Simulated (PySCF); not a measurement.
# Zr(NH2)4: geometry, NMR shifts and electronic excitations

Wanted: the NMR shifts and electronic excitations of Zr(NH2)4 (`[NH2][Zr]([NH2])([NH2])[NH2]`), by calculation.

Programs: PySCF 2.14.0, with density-fitted response routines of our own. Each step states its level of theory. These are calculated values for one molecule in the gas phase, unless marked as measured. Atoms are numbered from 0 throughout.

**1. Starting geometry**

13 atoms, charge 0, multiplicity 1; geometry from: GFN2-xTB. The atoms were then displaced at random by about 0.03 Å, so the start is not that level's minimum.

Bonds of the start (Å): Zr0–N1 2.04, Zr0–N4 2.00, Zr0–N7 2.14, Zr0–N10 2.03, N1–H2 1.06, N1–H3 1.06, N4–H5 1.03, N4–H6 1.05, N7–H8 0.95, N7–H9 1.08, N10–H11 1.02, N10–H12 1.05.

**2. Relaxing the molecule at PBE0-D3(BJ)/def2-SVP**

What the job is given:

```
{"job": {"xc": "PBE0", "basis": "def2-SVP", "d3": "d3bj", "grid": 1, "maxiter": 40, "shake": 0.03, "kind": "geom"}, "charge": 0, "multiplicity": 1}
Zr     0.080750    -0.094100     0.010180
N     -0.113350    -0.089590     2.036850
H     -1.035320    -0.479200     2.381020
H      0.118950     0.834930     2.510670
N      1.965100     0.035260    -0.646330
H      2.657720    -0.332820     0.019540
H      2.351640     0.987780    -0.853980
N     -0.881630     1.683960    -0.700570
H     -0.621230     2.001150    -1.555930
H     -1.960740     1.587880    -0.717830
N     -0.949270    -1.688290    -0.719330
H     -0.942690    -2.479070    -0.081430
H     -0.639300    -2.019990    -1.660670
```

Command:

```
$ OMP_NUM_THREADS=1 python probes_run.py task.json out
```

One launch serves the whole session: the jobs run in the order shown.

Log:

```text
step   0  E = -270.54861536  max force = 0.074041
step   1  E = -270.56950073  max force = 0.014511
step   2  E = -270.57376062  max force = 0.010935
step   3  E = -270.57901216  max force = 0.012297
step   4  E = -270.58126962  max force = 0.006501
step   5  E = -270.58269656  max force = 0.006029
step   6  E = -270.58373842  max force = 0.004862
step   7  E = -270.58497335  max force = 0.005327
step   8  E = -270.58658614  max force = 0.010297
step   9  E = -270.58829376  max force = 0.008508
step  10  E = -270.59128271  max force = 0.005932
step  11  E = -270.59162505  max force = 0.002409
step  12  E = -270.59174388  max force = 0.001177
step  13  E = -270.59177735  max force = 0.000775
step  14  E = -270.59180408  max force = 0.000700
step  15  E = -270.59182859  max force = 0.000863
step  16  E = -270.59185202  max force = 0.000581
step  17  E = -270.59186959  max force = 0.000480
step  18  E = -270.59188164  max force = 0.000291
optimisation converged
```

It took 2.7 min on 1 thread of Arm Neoverse V1, shared host; peak memory 0.51 GiB.

The steps of the relaxation:

| step | energy from step 0 (eV) | largest force component (eV/Å) |
| --- | --- | --- |
| 0 | 0.0000 | 3.8073 |
| 1 | -0.5683 | 0.7462 |
| 2 | -0.6842 | 0.5623 |
| 3 | -0.8271 | 0.6323 |
| 4 | -0.8886 | 0.3343 |
| 5 | -0.9274 | 0.3100 |
| 6 | -0.9557 | 0.2500 |
| 7 | -0.9894 | 0.2739 |
| 8 | -1.0332 | 0.5295 |
| 9 | -1.0797 | 0.4375 |
| 10 | -1.1610 | 0.3050 |
| 11 | -1.1704 | 0.1239 |
| 12 | -1.1736 | 0.0605 |
| 13 | -1.1745 | 0.0399 |
| 14 | -1.1752 | 0.0360 |
| 15 | -1.1759 | 0.0444 |
| 16 | -1.1765 | 0.0299 |
| 17 | -1.1770 | 0.0247 |
| 18 | -1.1773 | 0.0150 |

Distances of close pairs at the start and the end, largest changes first:

| bond | before (Å) | after (Å) | change (Å) |
| --- | --- | --- | --- |
| Zr0–H5 | 2.588 | 2.801 | +0.213 |
| Zr0–H11 | 2.597 | 2.742 | +0.145 |
| Zr0–N7 | 2.143 | 2.048 | -0.095 |
| N7–H8 | 0.949 | 1.019 | +0.070 |
| N7–H9 | 1.084 | 1.017 | -0.066 |
| Zr0–N4 | 2.000 | 2.048 | +0.048 |
| N1–H3 | 1.065 | 1.017 | -0.047 |
| N1–H2 | 1.058 | 1.019 | -0.039 |

The next job starts from the end point, and lists it.

| at the end point | value |
| --- | --- |
| point group (found at 0.08 Å tolerance) | C1 |
| rotational constants (GHz, main isotopes) | 2.601, 2.541, 2.520 |
| dipole moment (D) | 0.09 |

**3. Nuclear shieldings: PBE0/def2-TZVP+pcSseg-1**

What the job is given:

```
{"job": {"kind": "nmr", "xc": "PBE0", "basis": {"default": "pcSseg-1", "Zr": "def2-TZVP"}}, "charge": 0, "multiplicity": 1}
Zr    -0.008577    -0.008071     0.002770
N     -0.377743     0.106831     2.013094
H     -1.237252    -0.227549     2.446610
H      0.249159     0.406686     2.755912
N      1.995355     0.237003    -0.339966
H      2.694471    -0.462832    -0.576104
H      2.436826     1.153563    -0.395633
N     -1.002596     1.491256    -0.976906
H     -0.809386     1.750280    -1.943448
H     -1.704684     2.133790    -0.617914
N     -0.604908    -1.846587    -0.677850
H     -0.505753    -2.700856    -0.131245
H     -1.094284    -2.085615    -1.537131
```

With the program's defaults for keys left out, this is: GIAO PBE0/pcSseg-1 Zr:def2-TZVP NMR shielding, scalar relativity only through core potentials, gas phase.

Log:

```text
coarse grid: 48464 points
cycle   1  E = -269.7340463214  dE = -4.578e+00  |g| = 1.969e+00  |ddm| = 5.014e+00
cycle   2  E = -269.6860936854  dE =  4.795e-02  |g| = 1.920e+00  |ddm| = 4.252e+00
cycle   3  E = -270.7347975535  dE = -1.049e+00  |g| = 1.593e-01  |ddm| = 2.799e+00
cycle   4  E = -270.7343738419  dE =  4.237e-04  |g| = 1.764e-01  |ddm| = 2.482e-01
cycle   5  E = -270.7408950860  dE = -6.521e-03  |g| = 2.575e-02  |ddm| = 1.187e-01
cycle   6  E = -270.7410290848  dE = -1.340e-04  |g| = 2.893e-03  |ddm| = 1.563e-02
cycle   7  E = -270.7410315152  dE = -2.430e-06  |g| = 1.365e-03  |ddm| = 4.294e-03
final grid: 101352 points
cycle   8  E = -270.7410513060  dE =  8.083e-07  |g| = 2.380e-03  |ddm| = 2.446e-03
cycle   9  E = -270.7410485978  dE =  2.708e-06  |g| = 4.234e-03  |ddm| = 4.120e-03
cycle  10  E = -270.7410525674  dE = -3.970e-06  |g| = 4.513e-05  |ddm| = 2.627e-03
cycle  11  E = -270.7410525679  dE = -4.494e-10  |g| = 1.151e-05  |ddm| = 4.303e-05
converged SCF energy = -270.7410525679

GIAO shielding tensors (ppm)
atom      isotropic    diamagn.    paramagn.     s11        s22        s33       span
  0 Zr         nan         nan         nan        nan        nan        nan        nan
  1 N      130.117     318.705    -188.589    -59.015    191.791    257.573    316.588
  2 H       27.475      30.770      -3.296     24.312     26.809     31.302      6.990
  3 H       27.374      30.626      -3.252     23.629     25.577     32.916      9.286
  4 N      131.602     318.557    -186.954    -55.466    194.007    256.266    311.732
  5 H       27.457      30.617      -3.160     23.727     25.690     32.954      9.227
  6 H       27.430      30.737      -3.306     24.466     26.549     31.276      6.809
  7 N      132.483     318.657    -186.173    -51.625    191.874    257.201    308.827
  8 H       27.591      30.797      -3.206     24.557     26.838     31.379      6.822
  9 H       27.491      30.613      -3.121     23.792     25.626     33.055      9.263
 10 N      133.580     318.631    -185.050    -49.135    192.603    257.273    306.408
 11 H       27.536      30.738      -3.203     24.610     26.572     31.425      6.816
 12 H       27.614      30.644      -3.030     23.871     25.842     33.129      9.258
```

It took 22 s on 1 thread of Arm Neoverse V1, shared host; peak memory 0.8 GiB.

The references, computed at this level on geometries of the same kind, shield at (ppm): 1H TMS 31.27, 15N NH3 265.7. Their shielding less the atom's gives the shift. The references are single molecules in the gas phase, so shifts against H2O, NH3, PH3, H3PO4 or CFCl3 are not on the usual liquid scales and can be off by tens of ppm. Atoms listed in one row are averaged.

| atoms | environment | σ (ppm) | δ (ppm) |
| --- | --- | --- | --- |
| H2, H3, H5, H6, H8 and 3 more | hydrogen on a nitrogen bonded to Zr | 27.50 | 3.77 |
| N1, N4, N7, N10 | nitrogen bonded to Zr, 2 H | 131.9 | 133.7 |

Atoms past Kr carry core potentials, so their printed shieldings have no meaning and are left out of the table.

The run also stored atomic charges by several schemes (e):

| atoms | Mulliken | ESP fit |
| --- | --- | --- |
| Zr0 | 1.21 | 2.14 |
| N1, N4, N7, N10 | -0.70 | -1.40 |

Mayer bond orders: Zr0–N1 1.08, Zr0–N4 1.08, Zr0–N7 1.08, Zr0–N10 1.07.

With diffuse functions Mulliken charges and Mayer bond orders lose their meaning; the other schemes are steadier.

Orbitals, density, ELF and potential are computed afterwards from the orbital file.

Frontier orbitals at PBE0/def2-TZVP+pcSseg-1, with the share of their density that lies nearest to each atom:

| orbital | energy (eV) | lies on |
| --- | --- | --- |
| HOMO | -6.63 | N4, N7 about 36 % each |
| LUMO | 0.04 | 8 H atoms about 10 % each |

ELF in a plane through or near 3 of the atoms.

Values, 10 rows by 14 columns:
```
0.00 0.00 0.00 0.00 0.00 0.00 0.00 0.00 0.00 0.00 0.00 0.00 0.00 0.00
0.00 0.00 0.00 0.00 0.00 0.00 0.00 0.00 0.00 0.00 0.00 0.00 0.00 0.00
0.00 0.00 0.00 0.11 0.14 0.25 0.30 0.10 0.00 0.00 0.00 0.00 0.00 0.00
0.00 0.00 0.48 0.96 0.99 0.71 0.87 0.42 0.02 0.02 0.00 0.00 0.00 0.00
0.00 0.00 0.01 0.15 0.31 0.48 0.39 0.83 0.12 0.05 0.01 0.00 0.00 0.00
0.00 0.00 0.00 0.02 0.17 0.13 0.81 0.58 0.29 0.17 0.14 0.01 0.00 0.00
0.00 0.00 0.03 0.42 0.78 0.56 0.84 0.11 0.04 0.32 0.28 0.01 0.00 0.00
0.00 0.00 0.03 0.61 0.78 0.68 0.77 0.58 0.02 0.01 0.00 0.00 0.00 0.00
0.00 0.00 0.00 0.00 0.03 0.09 0.12 0.03 0.00 0.00 0.00 0.00 0.00 0.00
0.00 0.00 0.00 0.00 0.00 0.00 0.00 0.00 0.00 0.00 0.00 0.00 0.00 0.00
```
The map spans 9.5 Å across and 9.9 Å up, centred on the molecule. Atoms in the plane (x, y in Å): Zr0 (0.0, 0.0), N1 (-1.2, -1.7), H11 (-2.1, 1.7).

On the surface of density 0.002 e/bohr³ the electrostatic potential runs, from the 1st to the 99th percentile, from -1.16 V near N4 to 1.30 V near Zr0.

**4. Excited states and response: B3LYP/def2-SVPD**

Same as in step 3 but for these lines:

```diff
@@ -1,2 +1,2 @@
-{"job": {"kind": "nmr", "xc": "PBE0", "basis": {"default": "pcSseg-1", "Zr": "def2-TZVP"}}, "charge": 0, "multiplicity": 1}
+{"job": {"kind": "uv", "xc": "B3LYP", "basis": "def2-SVPD", "ip": true, "nstates": 10}, "charge": 0, "multiplicity": 1}
 Zr    -0.008577    -0.008071     0.002770
```

With the program's defaults for keys left out, this is: TDDFT B3LYP/def2-SVPD, vertical, gas phase, core orbitals frozen in the response.

Log:

```text
coarse grid: 48464 points
cycle   1  E = -269.8925361992  dE = -5.325e+00  |g| = 1.892e+00  |ddm| = 6.070e+00
cycle   2  E = -269.2709861291  dE =  6.216e-01  |g| = 2.333e+00  |ddm| = 8.881e+00
cycle   3  E = -270.8522874455  dE = -1.581e+00  |g| = 4.809e-01  |ddm| = 7.739e+00
cycle   4  E = -270.8630335111  dE = -1.075e-02  |g| = 4.397e-01  |ddm| = 1.248e+00
cycle   5  E = -270.9073610356  dE = -4.433e-02  |g| = 2.401e-02  |ddm| = 5.346e-01
cycle   6  E = -270.9074918827  dE = -1.308e-04  |g| = 3.285e-03  |ddm| = 6.663e-02
cycle   7  E = -270.9074934726  dE = -1.590e-06  |g| = 2.959e-03  |ddm| = 8.943e-03
final grid: 101352 points
cycle   8  E = -270.9075162272  dE =  5.559e-06  |g| = 5.772e-03  |ddm| = 1.381e-02
cycle   9  E = -270.9074944652  dE =  2.176e-05  |g| = 1.133e-02  |ddm| = 1.967e-02
cycle  10  E = -270.9075238680  dE = -2.940e-05  |g| = 5.380e-05  |ddm| = 1.297e-02
cycle  11  E = -270.9075238687  dE = -7.047e-10  |g| = 1.615e-05  |ddm| = 1.145e-04
converged SCF energy = -270.9075238687

Static polarisability (au): isotropic 82.579, principal 82.164 82.383 83.190

Singlet excitations
state   eV       nm        f      main configurations
  1   5.0942    243.4   0.00380   H->L+1 0.81
  2   5.1114    242.6   0.00278   H-1->L+1 0.82
  3   5.3299    232.6   0.03196   H->L 0.95
  4   5.3593    231.3   0.03027   H-1->L 0.93
  5   5.4727    226.6   0.01642   H-2->L+1 0.89
  6   5.5802    222.2   0.06494   H->L+2 0.70, H->L+1 0.09
  7   5.6327    220.1   0.02091   H-2->L 0.57, H-1->L+2 0.19
  8   5.6397    219.8   0.04554   H-1->L+2 0.56, H-2->L 0.28
  9   5.7405    216.0   0.01262   H-3->L+1 0.52, H-2->L+2 0.31
 10   5.9548    208.2   0.04046   H-3->L 0.69, H->L+5 0.11, H-1->L+4 0.10

Triplet excitations (Tamm-Dancoff, eV): 4.9252 4.9602 5.1112 5.1301
Vertical ionisation energy (delta-SCF) = 8.4629 eV
```

Wall time 2.6 min (1 thread of Arm Neoverse V1, shared host); peak memory 0.92 GiB.

Frontier orbitals and where they lie:

| orbital | eV | atoms |
| --- | --- | --- |
| HOMO−3 | -7.23 | Zr0 18 %, N10 18 %, N4 17 % |
| HOMO−2 | -6.90 | N1 23 %, N7 20 %, N4 14 % |
| HOMO−1 | -6.57 | N10 39 %, N1 30 %, Zr0 9 % |
| HOMO | -6.54 | N4 36 %, N7 34 %, Zr0 9 % |
| LUMO | -0.35 | Zr0 57 % |
| LUMO+1 | -0.21 | Zr0 65 %, N1 7 %, N7 6 % |
| LUMO+2 | 0.08 | Zr0 63 %, N10 7 %, N7 7 % |

With each of the 10 states as a Gaussian band of 0.4 eV half-width at 1/e, the curve within the window shown has maxima at 222 nm (ε 8,800) L/(mol cm). Beyond the last state computed it falls off for lack of states. The curve at chosen wavelengths:

```json
{"nm": "198", "ε (L/mol/cm)": "1462"}
{"nm": "201", "ε (L/mol/cm)": "2298"}
{"nm": "204", "ε (L/mol/cm)": "3343"}
{"nm": "207", "ε (L/mol/cm)": "4542"}
{"nm": "210", "ε (L/mol/cm)": "5798"}
{"nm": "213", "ε (L/mol/cm)": "6982"}
{"nm": "216", "ε (L/mol/cm)": "7956"}
{"nm": "220", "ε (L/mol/cm)": "8728"}
{"nm": "223", "ε (L/mol/cm)": "8830"}
{"nm": "226", "ε (L/mol/cm)": "8529"}
{"nm": "229", "ε (L/mol/cm)": "7888"}
{"nm": "232", "ε (L/mol/cm)": "7007"}
{"nm": "235", "ε (L/mol/cm)": "5997"}
{"nm": "238", "ε (L/mol/cm)": "4958"}
{"nm": "241", "ε (L/mol/cm)": "3970"}
{"nm": "244", "ε (L/mol/cm)": "3087"}
{"nm": "247", "ε (L/mol/cm)": "2337"}
{"nm": "250", "ε (L/mol/cm)": "1725"}
{"nm": "253", "ε (L/mol/cm)": "1244"}
{"nm": "257", "ε (L/mol/cm)": "779"}
{"nm": "260", "ε (L/mol/cm)": "536"}
{"nm": "263", "ε (L/mol/cm)": "362"}
{"nm": "266", "ε (L/mol/cm)": "241"}
{"nm": "269", "ε (L/mol/cm)": "158"}
{"nm": "272", "ε (L/mol/cm)": "102"}
{"nm": "275", "ε (L/mol/cm)": "65"}
```

Leading natural transition orbitals of singlet state 6: the hole lies on N4 44 %; N7 26 %; H5, H6 about 6 % each; the particle on Zr0 59 %; N1, N10 about 6 % each.

Leading natural transition orbitals of singlet state 1: the hole lies on N7 34 %; N4 27 %; N1, N10 about 7 % each; the particle on Zr0 61 %.

Further results of this job:

| property | computed |
| --- | --- |
| dipole moment (D) | 0.08 |
| polarisability (Å³) | 12.24 |
| HOMO–LUMO gap (eV) | 6.19 |
| −ε(HOMO) (eV) | 6.54 |

**5. Nuclear shieldings: KT2/def2-TZVP+pcSseg-1**

Same as in step 4 but for these lines:

```diff
@@ -1,2 +1,2 @@
-{"job": {"kind": "uv", "xc": "B3LYP", "basis": "def2-SVPD", "ip": true, "nstates": 10}, "charge": 0, "multiplicity": 1}
+{"job": {"kind": "nmr", "xc": "KT2", "basis": {"default": "pcSseg-1", "Zr": "def2-TZVP"}, "pop": false}, "charge": 0, "multiplicity": 1}
 Zr    -0.008577    -0.008071     0.002770
```

Method: GIAO KT2/pcSseg-1 Zr:def2-TZVP NMR shielding, scalar relativity only through core potentials, gas phase.

Log:

```text
coarse grid: 48464 points
cycle   1  E = -272.3677006767  dE = -3.182e+00  |g| = 3.092e+00  |ddm| = 5.166e+00
cycle   2  E = -260.5803800677  dE =  1.179e+01  |g| = 6.238e+00  |ddm| = 1.359e+01
cycle   3  E = -274.3514822595  dE = -1.377e+01  |g| = 1.042e+00  |ddm| = 1.294e+01
cycle   4  E = -274.1704849020  dE =  1.810e-01  |g| = 1.453e+00  |ddm| = 1.794e+00
cycle   5  E = -274.6657830518  dE = -4.953e-01  |g| = 1.066e-01  |ddm| = 9.420e-01
cycle   6  E = -274.6668386795  dE = -1.056e-03  |g| = 9.677e-02  |ddm| = 1.263e-01
cycle   7  E = -274.6690469223  dE = -2.208e-03  |g| = 1.326e-02  |ddm| = 6.988e-02
cycle   8  E = -274.6690878421  dE = -4.092e-05  |g| = 2.867e-03  |ddm| = 1.137e-02
cycle   9  E = -274.6690897968  dE = -1.955e-06  |g| = 7.211e-04  |ddm| = 2.190e-03
final grid: 101352 points
cycle  10  E = -274.6690990050  dE =  3.422e-07  |g| = 1.447e-03  |ddm| = 1.670e-03
cycle  11  E = -274.6690961865  dE =  2.819e-06  |g| = 3.627e-03  |ddm| = 3.573e-03
cycle  12  E = -274.6690995089  dE = -3.322e-06  |g| = 2.891e-04  |ddm| = 2.652e-03
cycle  13  E = -274.6690995267  dE = -1.779e-08  |g| = 6.039e-05  |ddm| = 2.300e-04
cycle  14  E = -274.6690995276  dE = -8.875e-10  |g| = 6.126e-06  |ddm| = 4.451e-05
converged SCF energy = -274.6690995276

GIAO shielding tensors (ppm)
atom      isotropic    diamagn.    paramagn.     s11        s22        s33       span
  0 Zr         nan         nan         nan        nan        nan        nan        nan
  1 N      124.355     318.029    -193.673    -66.847    190.924    248.990    315.837
  2 H       26.996      30.646      -3.650     23.484     26.958     30.545      7.061
  3 H       26.849      30.501      -3.652     22.790     25.566     32.192      9.402
  4 N      125.825     317.872    -192.048    -63.224    193.178    247.520    310.744
  5 H       26.938      30.493      -3.555     22.920     25.705     32.190      9.269
  6 H       26.944      30.610      -3.667     23.654     26.640     30.538      6.884
  7 N      126.873     317.988    -191.115    -58.973    191.071    248.520    307.493
  8 H       27.130      30.674      -3.545     23.790     26.985     30.614      6.825
  9 H       26.978      30.489      -3.511     23.002     25.624     32.308      9.306
 10 N      128.004     317.957    -189.952    -56.523    191.914    248.622    305.144
 11 H       27.060      30.611      -3.551     23.844     26.673     30.664      6.821
 12 H       27.113      30.521      -3.408     23.096     25.878     32.365      9.270
```

It took 21 s on 1 thread of Arm Neoverse V1, shared host; peak memory 0.85 GiB.

Key values: δ N1 138.0, H2 4.18 ppm (means over like atoms).

**6. Side by side: NMR shifts**

Shifts (ppm), means over like atoms, with basis size and wall time:

| run | H2 | N1 | functions | time |
| --- | --- | --- | --- | --- |
| PBE0/def2-TZVP+pcSseg-1 | 3.77 | 133.7 | 148 | 22 s |
| KT2/def2-TZVP+pcSseg-1 | 4.18 | 138.0 | 148 | 21 s |

**7. Summary of results**

| quantity | value |
| --- | --- |
| point group | C1 |
| rotational constants (main isotopes) | 2.60, 2.54, 2.52 GHz |
| 1H shifts against TMS (PBE0/def2-TZVP+pcSseg-1, means over atoms taken as alike) | 3.77 ppm |
| 15N shifts against NH3 (PBE0/def2-TZVP+pcSseg-1, means over atoms taken as alike) | 133.7 ppm |
| surface potential, 1st and 99th percentile | -1.16 V and 1.30 V |
| lowest singlet (B3LYP/def2-SVPD) | 5.09 eV (243 nm), f = 0.004 |
| brightest single state of those computed | state 6, 5.58 eV, f = 0.065 |
| lowest triplet | 4.93 eV |
| vertical ionisation energy (ΔSCF) | 8.46 eV |
| range of the shift of N1 | 133.7 to 138.0 ppm |

The start was shaken at random, so part of the energy gained undoes that. The optimisation took 18 steps and gained 1.177 eV; among the close pairs (by a distance rule), Zr0–H5 changed most, from 2.588 to 2.801 Å. At PBE0/def2-TZVP+pcSseg-1: The widest tensor belongs to N1, N4, N7, N10: span 311 ppm, with a paramagnetic part of -187 ppm. The lowest singlet, at 5.09 eV, is HOMO→LUMO+1 0.81 and is weak; of the 10 states computed, the strongest absorption comes from states 7 to 8 together at 5.64 eV (the last state computed is bright too, and its partners may lie past the list). The lowest triplet lies 0.17 eV below the lowest singlet (triplets in Tamm-Dancoff, singlets in full TDDFT). The orbital energy would give 6.54 eV for ionisation, ΔSCF gives 8.46 eV. In this run the hole sits in HOMO−1, not in the HOMO; unless the two are degenerate, this need not be the first ionisation. Across the 2 runs the shift of N1 (with its like atoms) moves most, between 133.7 (PBE0/def2-TZVP+pcSseg-1) and 138.0 ppm (KT2/def2-TZVP+pcSseg-1). Spin-orbit coupling is left out, which matters for shieldings and couplings at and beside the heavy atoms.
